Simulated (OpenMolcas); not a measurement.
**Pt²⁺ among point charges: CASSCF and CASPT2 levels and susceptibility**

How does a field of 6 point charges split the states of Pt²⁺, and what χT follows?

Method: state-averaged CASSCF and CASPT2, spin-orbit coupling by RASSI with atomic mean-field integrals. Code: OpenMolcas 26.06.

## (1) The atom as given

- Species: Pt²⁺ (platinum, Z = 78, 76 electrons)
- Basis: ANO-RCC-VDZP [7s6p4d2f], 59 functions
- Scalar Hamiltonian: DKH2, point nucleus
- Inactive shells: 1s 2s 2p 3s 3p 3d 4s 4p 4d 4f 5s 5p
- Active space: 8 electrons in 5 orbitals (5d)
- Some configurations of this space: 5d⁸
- Orbitals: optimised for each spin and parity, averaged over all roots

The outer shells:

5d8
```
5d [↑↓][↑↓][↑↓][↑ ][↑ ]
```

The ion sits among 6 point charges of -1.7 e arranged as a tetragonal octahedron (D4h), 2.43 Å from the ion, with the axial distance 2.624 Å.

Each step is its own input file, run in one work folder so that later steps find the files of earlier ones. Labels, J, g values, rates, χT and fits are worked out afterwards by a script from the matrices that RASSI stores. The input lists half of the charges; inversion (Group=XYZ) makes the rest.

## (2) Basis and integrals

The input, a.inp:

```
&GATEWAY
Coord
1

Pt 0.0 0.0 0.0
Basis=ANO-RCC-VDZP
Group=XYZ
NoMove
AngMom=0.0 0.0 0.0
AMFI
XField
3 Angstrom 0
2.430000 0.000000 0.000000 -1.700000
0.000000 2.430000 0.000000 -1.700000
0.000000 0.000000 2.624400 -1.700000
&SEWARD
```

Launch:

```sh
> OMP_NUM_THREADS=1 MOLCAS_MEM=1689 MOLCAS_PROJECT=a pymolcas a.inp > a.log
```

## (3) CASSCF: triplets of even parity, 10 roots

The input, a.inp:

```
&RASSCF
FileOrb=start.orb
Symmetry=1
Spin=3
nActEl=8 0 0
Inactive=15 19
Ras2=5 0
CIRoot=10 10 1
SDav=10
CIMx=300
Iter=120 100
PrWF=0.3
OrbListing=Nothing
MaxOrb=0
>>> COPY $Project.JobIph JOB001
```

start.orb holds the contracted functions of the basis, ordered by shell, or the orbitals of the step before.

## (4) CASSCF: singlets of even parity, 15 roots

The input, a.inp:

```
&RASSCF
FileOrb=start.orb
Symmetry=1
Spin=1
nActEl=8 0 0
Inactive=15 19
Ras2=5 0
CIRoot=15 15 1
SDav=15
CIMx=300
Iter=120 100
PrWF=0.3
OrbListing=Nothing
MaxOrb=0
>>> COPY $Project.JobIph JOB002
```

## (5) RASSI: spin-orbit coupling between the states

The input, a.inp:

```
&RASSI
NrOfJobIphs=2 10 15
1 2 3 4 5 6 7 8 9 10
1 2 3 4 5 6 7 8 9 10 11 12 13 14 15
IphNames
JOB001
JOB002
EJob
SpinOrbit
DIPRint=1.0
SOCoupling=1000.0
Subsets=2
Property=9
'ANGMOM' 1 'ANGMOM' 2 'ANGMOM' 3 'MLTPL  1' 1 'MLTPL  1' 2 'MLTPL  1' 3
'AMFI' 1 'AMFI' 2 'AMFI' 3
SOProperty=3
'ANGMOM' 1 'ANGMOM' 2 'ANGMOM' 3
```

## (6) CASPT2: IPEA 0.25, imaginary shift 0.1 (closed shells correlated: 5s 5p)

The input, a.inp:

```
>>> COPY JOB001 $Project.JobIph
&CASPT2
Multistate=10 1 2 3 4 5 6 7 8 9 10
NoMult
Frozen=14 16
IPEA=0.25
Imaginary=0.1
MaxIter=60
WThr=0.0 0.3 0.05
PrWF=0.5
NoMix
>>> COPY JOB002 $Project.JobIph
&CASPT2
Multistate=15 1 2 3 4 5 6 7 8 9 10 11 12 13 14 15
NoMult
Frozen=14 16
IPEA=0.25
Imaginary=0.1
MaxIter=60
WThr=0.0 0.3 0.05
PrWF=0.5
NoMix
```

(Steps that only read results are left out.)

What does the calculation give? Wanted: spin-free ground state; first state of the same spin within the active space; lowest level; next level.

As calculated:

| quantity | value |
| --- | --- |
| method | SS-CASPT2, IPEA 0.25, imaginary shift 0.1 (closed shells correlated: 5s 5p) |
| spin-free ground state | 3B1, 1-fold in its orbital part |
| first state of the same spin within the active space | 3E at 4160 cm⁻¹ |
| lowest level | 1-fold B2 |
| next level | 0.2 cm⁻¹ |
| χT at 300 K | 2.63 cm³ K/mol |
| effective moment at 300 K | 4.58 μB |

Cost by method:

| method | time of its own steps | time with the reference |
| --- | --- | --- |
| A. CASSCF | 5.6 s | 5.6 s |
| B. SS-CASPT2, IPEA 0.25, imaginary shift 0.1, +5s 5p | 2.2 s | 7.7 s |

Times are of one thread on a shared host.

**Reading.** The spin-free ground state (3B1) comes to 100 % from free-ion F terms and keeps the highest spin of the shell. χT at 300 K is 2.63, against 1.00 cm³ K/mol for the spin alone, so orbital moment adds to it. The field of point charges can differ much from that of real complexes. This is an electrostatic model: the charges have no orbitals.
